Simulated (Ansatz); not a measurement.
# CCSD/6-31G(d) (spherical functions) run of Si2NH6Cl (SMILES N[SiH]([SiH3])Cl)

Aim: the energy change on altering one bond length of Si2NH6Cl at CCSD/6-31G* (spherical functions), from 2 runs. 

The calculation is run with Ansatz 0.2.0.

68 further runs of the same task are left out: 2 that didn't finish, 66 set aside as unsound or not needed.

### Step 1. The system as given

Si2NH6Cl has 10 atoms, charge 0, and is taken as a singlet. SMILES: `N[SiH]([SiH3])Cl`. The coordinates come from a PBE0-D4/def2-TZVP relaxation. This is one conformer, not always the lowest.

Bond lengths: N1–Si2 1.706 Å, Si2–Si3 2.336 Å, Si2–Cl4 2.083 Å, N1–H5 1.008 Å, N1–H6 1.008 Å, Si2–H7 1.482 Å, Si3–H8 1.486 Å, Si3–H9 1.489 Å, Si3–H10 1.488 Å. Some angles: N1–Si2–Si3 109.4°, N1–Si2–Cl4 114.5°, Si3–Si2–Cl4 106.1°, N1–Si2–H7 107.1°, Si3–Si2–H7 114.7°, Cl4–Si2–H7 105.1°, Si2–N1–H5 120.5°, Si2–N1–H6 120.3°, Si2–Si3–H8 110.2°, Si2–Si3–H9 108.8°.

### Step 2. The energy at CCSD/6-31G(d) (spherical functions)

File molecule.yaml:

```yaml
crystal:
  periodic: [false, false, false]
  atoms:
    - {symbol: "N", position_ang: [-0.500400, 1.640400, -0.476600]}
    - {symbol: Si, position_ang: [-0.088700, 0.024400, -0.834700]}
    - {symbol: Si, position_ang: [0.678000, -1.030800, 1.103600]}
    - {symbol: Cl, position_ang: [-1.669600, -1.135800, -1.538400]}
    - {symbol: H, position_ang: [-1.066800, 1.857300, 0.327900]}
    - {symbol: H, position_ang: [-0.657600, 2.302300, -1.220500]}
    - {symbol: H, position_ang: [0.889100, 0.060000, -1.948200]}
    - {symbol: H, position_ang: [0.872200, -2.482600, 0.855100]}
    - {symbol: H, position_ang: [-0.336100, -0.853800, 2.179500]}
    - {symbol: H, position_ang: [1.962900, -0.432600, 1.555400]}
basis:
  gaussian: {orbitals: 6-31G_st_-spherical.json}
correlation: {method: ccsd, frozen_orbitals: {Cl: 5, H: 0, "N": 1, Si: 5}}
accuracy: high
scf: {omitted_lower_state_checks: [cluster_reference, increment]}
```

The basis set 6-31G* is read from a file made from the Basis Set Exchange's data (not shown).

Command:

```
ansatz run molecule.yaml --threads 1 --pin off --max-ram 3480MiB --events-out events.jsonl --progress --plain --runs-dir runs
```

Log, shortened:

```text
Warning: RAYON_NUM_THREADS=1 ignored (pool sized by the plan → 1); use --threads N
Functional definition: HF
  name "HF"
[...]
1819 factors; integrals over basis functions are off by at most 3.5e-9 eV
[...]
mean field -29805.27364730 eV, -1095.3236037982 hartree, gradient 1.9e-8 eV, S^2 0.000000; 0 other end points of the search recorded, 0 dependent functions left out
16 core orbitals not correlated: weight in the atoms' cores, before any rotation towards them, 1.000 or more for the frozen orbitals, at most 0.000 for the correlated occupied ones
reference -29805.27364730 eV, -1095.3236037982 hartree; 13, 13 occupied and 51, 51 virtual orbitals, 1819 factors
second order -12.13989195 eV of doubles, -0.00000000 eV of singles
cycle   1  -13.14119297 eV  change    -1.0e0 eV  update   8.6e-2
[...]
cycle  19  -13.61789031 eV  change    1.1e-9 eV  update   2.4e-9
Total energy: -29818.89153761 eV, -1095.8240520365 hartree
Checks for a lower state left out: cluster_reference, increment
```

It took 11 s on 1 thread of Arm Neoverse V1, shared host; peak memory 0.35 GiB.

### Step 3. The distorted shape, same level

File run.yaml:

```yaml
crystal:
  periodic: [false, false, false]
  atoms:
    - {symbol: N, position_ang: [-0.597501, 2.366308, -0.352349]}
    - {symbol: Si, position_ang: [-0.185801, 0.750308, -0.710449]}
    - {symbol: Si, position_ang: [0.580899, -0.304892, 1.227851]}
    - {symbol: Cl, position_ang: [-1.766701, -0.409892, -1.414149]}
    - {symbol: H, position_ang: [-1.163901, 2.583208, 0.452151]}
    - {symbol: H, position_ang: [-0.754701, 3.028208, -1.096249]}
    - {symbol: H, position_ang: [0.791999, 0.785908, -1.823949]}
    - {symbol: H, position_ang: [0.872200, -2.482600, 0.855100]}
    - {symbol: H, position_ang: [-0.433201, -0.127892, 2.303751]}
    - {symbol: H, position_ang: [1.865799, 0.293308, 1.679651]}
basis:
  gaussian: {orbitals: 6-31G_st_-spherical.json}
correlation: {method: ccsd, frozen_orbitals: {Cl: 5, H: 0, "N": 1, Si: 5}}
accuracy: high
scf: {omitted_lower_state_checks: [cluster_reference, increment]}
```

The basis set 6-31G* is read from a file made from the Basis Set Exchange's data (not shown).

Command:

```
ansatz run run.yaml --threads 1 --pin off --max-ram 3480MiB --events-out events.jsonl --progress --plain --runs-dir runs
```

Log, shortened:

```text
Warning: RAYON_NUM_THREADS=1 ignored (pool sized by the plan → 1); use --threads N
[... 2 set-up lines as earlier in the session ...]
[...]
1819 factors; integrals over basis functions are off by at most 4.1e-9 eV
[...]
mean field -29803.00578995 eV, -1095.2402615779 hartree, gradient 1.7e-8 eV, S^2 0.000000; 0 other end points of the search recorded, 0 dependent functions left out; unrestricted orbitals would lower it
16 core orbitals not correlated: weight in the atoms' cores, before any rotation towards them, 1.000 or more for the frozen orbitals, at most 0.000 for the correlated occupied ones
reference -29803.00578995 eV, -1095.2402615779 hartree; 13, 13 occupied and 51, 51 virtual orbitals, 1819 factors
second order -12.34131317 eV of doubles, -0.00000000 eV of singles
cycle   1  -13.41350420 eV  change    -1.1e0 eV  update   1.0e-1
[...]
cycle  26  -14.02968293 eV  change  -2.6e-10 eV  update  2.8e-10
Total energy: -29817.03547289 eV, -1095.7558429161 hartree
Checks for a lower state left out: cluster_reference, increment
```

Wall time 13 s (1 thread of Arm Neoverse V1, shared host); peak memory 0.35 GiB.

### Step 4. Outcome

Level: CCSD/6-31G* (spherical functions), 16 core orbitals frozen.

| quantity | value |
| --- | --- |
| first shape: total energy | -1095.82405 Eh |
| first shape: correlation energy (16 core orbitals frozen) | -500.4 mEh |
| first shape: T1 diagnostic | 0.012 |
| distorted shape: total energy | -1095.75584 Eh |
| distorted shape: correlation energy (16 core orbitals frozen) | -515.6 mEh |
| distorted shape: T1 diagnostic | 0.015 |
| energy change with the Si3–H8 bond stretched from 1.486 to 2.228 Å | 1.856 eV |

In words: One bond (distorted shape) is far stretched, which a spin-restricted single reference describes badly; a broken-symmetry solution may lie lower. With the Si3–H8 bond stretched from 1.486 to 2.228 Å the energy rises by 1.86 eV (43 kcal/mol). The first shape isn't relaxed at this level, so the change isn't measured from a minimum. A restricted reference can't describe the breaking bond well at this length. The restricted solution (distorted shape) is unstable to spin breaking: an unrestricted one lies lower.
